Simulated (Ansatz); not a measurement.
**C₃H₆BFO₂: one species, many methods**

Aim: compute C₃H₆BFO₂ with functionals from several rungs and with coupled cluster. The yardstick is the atomisation energy at the CCSD(T) limit.

Method: functionals in def2-TZVPP, the program's frozen cores in correlated methods; program: Ansatz 0.2.0, Gaussian basis.

Plan: PBE-D4, r2SCAN-D4, PBE0-D4, B3LYP-D4, ωB97X-V, ωB97M-V, B2PLYP; CCSD(T)/def2-TZVPP; MP2/def2-QZVPP; extrapolation to the limit.

## Step 1: The relaxed structure

The geometry comes from an earlier relaxation with PBE0-D4 in a triple-zeta def2 set; it is a stationary point, not always the lowest conformer.

13 atoms, charge 0, spin multiplicity 1.

Atoms are counted from 1 here; the program's logs count them from 0.

Bond lengths: C1–B2 1.553 Å, C1–H8 1.091 Å, C1–H9 1.095 Å, C1–H10 1.091 Å, B2–F3 1.327 Å, B2–O4 1.380 Å, O4–C5 1.361 Å, C5–C6 1.494 Å, C5–O7 1.195 Å, C6–H11 1.092 Å, C6–H12 1.092 Å, C6–H13 1.087 Å. Angles: B2–C1–H8 111.1°, B2–C1–H9 108.8°, B2–C1–H10 112.9°, H8–C1–H9 108.0°, H8–C1–H10 110.1°, H9–C1–H10 105.7°, C1–B2–F3 120.6°, C1–B2–O4 126.9°, F3–B2–O4 112.5°, B2–O4–C5 125.2°, O4–C5–C6 111.0°, O4–C5–O7 123.2°, C6–C5–O7 125.8°, C5–C6–H11 109.5°, C5–C6–H12 109.7°, C5–C6–H13 110.0°, H11–C6–H12 107.0°, H11–C6–H13 110.3° and more.

## Step 2: PBE-D4 (GGA)

File in.yaml:

```yaml
crystal:
  periodic: [false, false, false]
  atoms:
    - {symbol: C, position_ang: [1.144220, -0.931010, -1.586931]}
    - {symbol: B, position_ang: [1.266515, -0.751396, -0.048925]}
    - {symbol: F, position_ang: [2.277782, -1.295468, 0.616786]}
    - {symbol: O, position_ang: [0.388606, -0.082109, 0.779656]}
    - {symbol: C, position_ang: [-0.595734, 0.760680, 0.363651]}
    - {symbol: C, position_ang: [-1.632466, 0.936983, 1.424254]}
    - {symbol: O, position_ang: [-0.588935, 1.298804, -0.702957]}
    - {symbol: H, position_ang: [1.705890, -1.802198, -1.927359]}
    - {symbol: H, position_ang: [1.560847, -0.046534, -2.080179]}
    - {symbol: H, position_ang: [0.109576, -0.997492, -1.925158]}
    - {symbol: H, position_ang: [-1.160624, 1.306796, 2.336764]}
    - {symbol: H, position_ang: [-2.080102, -0.029523, 1.665246]}
    - {symbol: H, position_ang: [-2.395574, 1.632467, 1.085132]}
basis:
  gaussian: {orbitals: def2-TZVPP}
hamiltonian: {xc: pbe, dispersion: d4}
output: {forces: true, orbitals: {seedname: orbitals}}
```

On the command line:

```console
ansatz run in.yaml --threads 2 --pin off --events-out ev --progress --plain --max-ram 22528MiB --backend cuda --devices 0, --max-vram 18GiB
```

The runs that follow: r2SCAN-D4 (meta-GGA); PBE0-D4 (hybrid); B3LYP-D4 (hybrid); ωB97X-V (range-separated); ωB97M-V (range-separated); B2PLYP (double hybrid); CCSD(T) in def2-TZVPP; MP2 in def2-QZVPP.

Q: Predict the results of all the runs planned. Wanted: atomisation energy, CCSD(T)/CBS; farthest; mean size of error, hybrid; mean size of error, range-separated; gap, smallest and largest; T1 diagnostic; triples share of the correlation energy.

As calculated:

| quantity | value |
| --- | --- |
| atomisation energy, CCSD(T)/CBS | 5715.0 kJ/mol |
| functionals within 28.6 kJ/mol (0.5 %) | B3LYP-D4, ωB97X-V |
| farthest | PBE-D4 (+182.5 kJ/mol) |
| mean size of error, hybrid | 28.4 kJ/mol |
| mean size of error, range-separated | 28.5 kJ/mol |
| gap, smallest and largest | 4.99 eV (PBE-D4), 12.69 eV (ωB97X-V) |
| T1 diagnostic | 0.0139 |
| triples share of the correlation energy | 3.7 % |

**Reading.** PBE-D4 misses by +182.5 kJ/mol. Double hybrids carry the basis error of their MP2 part in triple zeta, and no dispersion term here, so their miss is partly the set-up's. Misses under about 28.6 kJ/mol are within the doubt on the reference itself, which lacks core-valence correlation, relativity and higher excitations. Hartree-Fock recovers 74 % of the binding; the rest is correlation. Orbital gaps span 5.0 to 12.7 eV; exact exchange widens them.
